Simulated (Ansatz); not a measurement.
NiMoIrPdW:

```
CELL_PARAMETERS angstrom
2.76609 0.00000 0.00000
-1.38305 2.39551 0.00000
0.00000 0.00000 11.02278
ATOMIC_POSITIONS crystal
Ni 0.33333 0.66667 0.59711
Mo 0.00000 0.00000 0.41074
Pd 0.66667 0.33333 0.79520
Ir 0.66667 0.33333 0.19961
W 0.33333 0.66667 0.99734
```

The cell was built by a generator and needn't be a form met in nature.

| Property | Result |
| --- | --- |
| Program | Ansatz 0.2.0 |
| Task | relaxation of cell and atoms |
| Functional | PBE |
| Dispersion | D4 |
| Potentials or basis | Ansatz PAW |
| Cutoff | 420 eV (not typed: the program's choice for these potentials) |
| k mesh | 8 × 8 × 2 |
| Occupations | fermi-dirac, width 0.05 eV |
| Spin | collinear spin, ferromagnetic start |
| Starting moments | [1.0, 1.0, 0.0, 0.6, 0.0] μB |

At the start: volume 14.61 Å³/atom.

Task: Where does the relaxation end?

Result: It ends after 5 steps and the volume is 14.31 Å³/atom (-2.1 %); space group P3m1 (No. 156, to 0.05 Å); moment 0.00 μB per cell.

The path:
| step | energy change (eV) | largest force (eV/Å) | volume (Å³) |
| --- | --- | --- | --- |
| 1 | 0.0000 | 0.1170 | 73.04 |
| 2 | -0.0262 | 0.0359 | 71.66 |
| 3 | -0.0265 | 0.0135 | 71.54 |
| 4 | -0.0265 | 0.0009 | 71.54 |
| 5 | -0.0258 | 0.0010 | 71.54 |

Final structure:
```yaml
crystal:
  lattice:
    - [2.74588, 0.00000, 0.00000]
    - [-1.37294, 2.37800, 0.00000]
    - [0.00000, 0.00000, 10.95562]
  atoms:
    - { symbol: Ni, position: [0.33333, 0.66667, 0.59676] }
    - { symbol: Mo, position: [0.00000, 0.00000, 0.41028] }
    - { symbol: Pd, position: [0.66667, 0.33333, 0.79509] }
    - { symbol: Ir, position: [0.66667, 0.33333, 0.20052] }
    - { symbol: W, position: [0.33333, 0.66667, 0.99736] }
```

Caveat: the plane-wave basis is chosen anew once the cell has moved, so the energies of steps on either side of that aren't comparable; pairwise dispersion overbinds metals, which lowers pressure and volume; the starting moments weren't kept.
